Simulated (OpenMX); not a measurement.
TiSn:

```
CELL_PARAMETERS angstrom
0.00000 2.80055 2.80055
2.80055 0.00000 2.80055
2.80055 2.80055 0.00000
ATOMIC_POSITIONS crystal
Ti 0.00000 0.00000 0.00000
Sn 0.50000 0.50000 0.50000
```

The cell was built by a generator and needn't be a form met in nature.

Base run:

- Program: OpenMX 3.8.5
- Functional: PBE
- Dispersion: D4
- Potentials or basis: OpenMX 2013 PBE set, Ti7.0-s3p2d2, Sn7.0-s3p2d2, grid cutoff 500 Ry
- k mesh: 7 × 7 × 7
- Occupations: fermi-dirac, width 0.05 eV
- Spin: no spin polarisation

Its results: band gap on the k mesh none (metal or under the smearing width); pressure -1.4 GPa.

**Question.** After a change of settings the same cell gave: band gap on the k mesh none (metal or under the smearing width); pressure -2.5 GPa. Which change was it?
A. dispersion from D4 to none
B. dispersion from D4 to D3(BJ)
C. dispersion from D4 to D3

**Answer.** B.

Caveats: the basis of atomic orbitals isn't converged, which shifts pressures, moduli and gaps; pairwise dispersion overbinds metals, which lowers pressure and volume.

Not every run made on this cell is shown here.
